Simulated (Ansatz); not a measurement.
**GeH4 (singlet): from Hartree-Fock to the top rungs at distance Ge1–H2 = 2.149 Å, 6-31G**

An exercise on one series of results from a longer session: the logs are not shown, and one member is left open.

Program: Ansatz 0.2.0, Gaussian basis. Level of theory: 6-31G, core rule «outside noble gas», up to 14 orbitals frozen. These are calculated values, not measurements.

To be run: UHF; CCSD(T) on RHF; BCCD(T) on RHF; CISD; CCSDT(Q) on RHF; CCSDTQ on RHF; CASSCF and MRCISD+Q, 2 electrons in 2 orbitals; CASSCF and NEVPT2, 2 electrons in 2 orbitals; CASSCF and MRCISD+Q, 8 electrons in 8 orbitals; CASSCF and NEVPT2, 8 electrons in 8 orbitals; Full CI.

## What is computed

The geometry derives from a PBE0/def2-TZVP stationary point (not a proven minimum). One bond is set to the value named and the two fragments are kept rigid. No spin-orbit coupling is included. The filled d shell of Ge may be among the frozen orbitals whatever the setting's name suggests; the logs give the count.

5 atoms, charge 0, spin multiplicity 1.

Atoms are counted from 1 here; the program's logs count them from 0.

Bond lengths: Ge1–H3 1.534 Å, Ge1–H4 1.534 Å, Ge1–H5 1.534 Å. Angles: H3–Ge1–H4 109.5°, H3–Ge1–H5 109.5°, H4–Ge1–H5 109.5°.

Set-up of the first run:

Input file in.yaml:

```yaml
crystal:
  periodic: [false, false, false]
  atoms:
    - {symbol: Ge, position_ang: [-0.004657, -0.004672, -0.004666]}
    - {symbol: H, position_ang: [1.233922, 1.237932, 1.236325]}
    - {symbol: H, position_ang: [-0.892543, -0.888693, 0.880995]}
    - {symbol: H, position_ang: [-0.888482, 0.879841, -0.893890]}
    - {symbol: H, position_ang: [0.882729, -0.892364, -0.887150]}
basis:
  gaussian: {orbitals: 6-31G}
magnetization: {spin_polarized: true, initial_magnetization: 0}
hamiltonian: {xc: hf}
output: {orbitals: {seedname: orbitals}}
```

The run is started by

```console
$ ansatz run in.yaml --threads 1 --pin off --events-out ev --progress --plain --max-ram 4096MiB --backend cpu
```

Steps of the session up to this table: UHF; CCSD(T) on RHF; BCCD(T) on RHF; CISD; CCSDT(Q) on RHF; CCSDTQ on RHF; CASSCF and MRCISD+Q, 2 electrons in 2 orbitals; CASSCF and NEVPT2, 2 electrons in 2 orbitals; CASSCF and MRCISD+Q, 8 electrons in 8 orbitals; CASSCF and NEVPT2, 8 electrons in 8 orbitals; Full CI.

One table of the session follows, with a row left open; its other results are not shown here.

| method | from FCI (kJ/mol) |
| --- | --- |
| RHF | +263.1 |
| RMP2 | +84.7 |
| CISD | +18.9 |
| RCCSD | +5.6 |
| RCCSD(T) | +1.6 |
| BCCD(T) | +1.6 |
| RCCSDT | +0.2 |
| RCCSDT(Q) | 0.0 |
| RCCSDTQ | 0.0 |
| CASSCF pair | +187.1 |
| NEVPT2 pair | +54.8 |
| MRCISD pair | +8.4 |
| MRCISD+Q pair | -0.5 |
| CASSCF valence | ? |
| NEVPT2 valence | +15.1 |
| MRCISD valence | +1.5 |
| MRCISD+Q valence | +0.8 |
| FCI | 0 |

Q: Estimate the row for CASSCF valence from the others.

As computed: from FCI (kJ/mol): +55.9. In the column «from FCI (kJ/mol)» it lies between NEVPT2 pair (+54.8) and RMP2 (+84.7).

To keep in mind: MRCISD+Q pair falls below full CI: the +Q correction isn't variational, and the cores differ from full CI's.
